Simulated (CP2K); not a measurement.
Runs of CP2K 2026.2 on Ta3N. The structure is trigonal, space group P-3m1 (No. 164). The conventional cell has a = 3.032 Å, b = 3.032 Å, c = 7.524 Å, α = 90.00°, β = 90.00°, γ = 120.00°. Around Ta (site symmetry 3m) lie 3 N at 2.19 Å. Ta (site symmetry -3m) is surrounded by 12 Ta at 3.01 to 3.03 Å. N (site symmetry -3m) is surrounded by 6 Ta at 2.19 Å. The cell comes from a database or a generator and needn't be the stable form of this composition.

```csv
level,potentials or basis,smearing,NGRIDS,points a segment of the path (NPOINTS),bands added on the path,CUTOFF of the grids,gap on the mesh (eV),pressure (GPa),largest force (eV/Å)
PBE,"POTENTIAL_UZH Ta GTH-PBE-q13, N GTH-PBE-q5; TZVP-MOLOPT-PBE-GTH basis",fermi-dirac 0.05 eV,5,10,4,450 Ry,none,(a),0.25
r2SCAN,"POTENTIAL_UZH Ta GTH-SCAN-q13, N GTH-SCAN-q5; TZVP-MOLOPT-SCAN-GTH basis",fermi-dirac 0.01 eV,4,8,2,675 Ry,none,-7.6,(b)
LDA,"GTH_POTENTIALS Ta GTH-PADE-q13, N GTH-PADE-q5; TZVP-MOLOPT-PBE-GTH basis",fermi-dirac 0.01 eV,4,8,4,450 Ry,none,-53.4,5.85
PBEsol,"POTENTIAL_UZH Ta GTH-PBE-q13, N GTH-PBE-q5; TZVP-MOLOPT-PBE-GTH basis",fermi-dirac 0.05 eV,4,6,2,450 Ry,none,-8.4,0.45
```

Alike in all rows: task band structure; no spin polarisation; cell as given; k mesh 10 × 10 × 4.

Problem. Estimate the missing entries.

Solution. (a) -2.6; (b) 0.12.

Caveats: spin-orbit coupling is left out, which moves the levels of the heavy elements; the basis of atomic orbitals isn't converged, which shifts pressures, moduli and gaps; a pressure of tens of GPa on the cell as given is suspect, and the run, the potentials or the cell itself is likely at fault (some runs); forces of over 1 eV/Å show positions far from the minimum, so gaps and moduli don't describe the material at rest (some runs); the potentials were made for another functional, which shifts forces and pressure (some runs).

A k mesh can miss the band edges, and the runs leave out spin-orbit coupling on Ta.

A gap of «none» marks a metal or a gap under the smearing width.
